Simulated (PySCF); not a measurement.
**The bond of SbN, level by level**

An exercise on one series of results from a longer session: the logs are not shown, and one member is left open.

Program: PySCF 2.14.0. Level of theory: Sb def2-TZVPPD with ECP28, N def2-TZVPPD, scalar-relativistic core potentials. These are calculated values, not measurements.

Set-up of the first run:

The job is set up so:

* atoms: Sb, N
* charge: 0
* basis: Sb def2-TZVPPD with ECP28, N def2-TZVPPD
* Hamiltonian: scalar-relativistic core potentials
* basis functions: 93
* electrons treated: 30
* masses in u: 120.9038, 14.0031
* levels: PBE0, PBE, r²SCAN, PBEsol, B97-3, M06-L, TPSS, BP86, ωB97X, HF, MP2, SCS-MP2, CCSD, CCSD(T)
* grid: 80 radial by 434 angular points
* occupations: held fixed by the projection of orbital angular momentum
* dissociation limit: Sb + N, each in its ground configuration
* starting distance in angstrom: 2.020
* values of 2S to try: 0, 2, 4

Started as:

```
$ OMP_NUM_THREADS=2 python dia.py task.json out
```

Steps of the session up to this table: The job; The PBE0 curve of the state that the search chose; Other states along the same grid; PBE; r²SCAN (meta-GGA); PBEsol; B97-3 (global hybrid GGA); M06-L (meta-GGA); TPSS (meta-GGA); BP86; ωB97X (range-separated hybrid); RHF (mean field); MP2 and coupled cluster.

One table of the session follows, with a row left open; its other results are not shown here.

It belongs to the step «The curves together». Energy (eV) from each level's lowest point:

```
R (Å)    RHF  RHF-MP2  RHF-SCS-MP2  RHF-CCSD  RHF-CCSD(T)
1.553  1.826    2.819        2.749       n/a          n/a
1.625  0.704    1.501        1.435     1.047        1.205
1.698  0.145    0.694        0.638     0.354        0.459
1.752  0.000    0.330        0.285     0.094        0.156
1.806  0.033    0.117        0.085     0.000        0.016
1.860      ?        ?            ?         ?            ?
1.932  0.589    0.000        0.010     0.224        0.119
2.023  1.244    0.097        0.143     0.618        0.416
2.131  2.177    0.291        0.389     1.218        0.887
2.276  3.518    0.609        0.776       n/a          n/a
```

Estimate the missing values for R (Å) = 1.860.

Worked estimate for «RHF». A straight line through the neighbours (1.806, 0.033) and (1.932, 0.589) gives 0.033 + (0.589 − 0.033) × (1.860 − 1.806) / (1.932 − 1.806) = 0.271; a parabola fitted to 4 rows on both sides gives 0.217.

**Answer.** RHF: 0.204; RHF-MP2: 0.016; RHF-SCS-MP2: 0.000; RHF-CCSD: 0.034; RHF-CCSD(T): 0.000. In «RHF» the line misses by +0.067 and the parabola by +0.013.
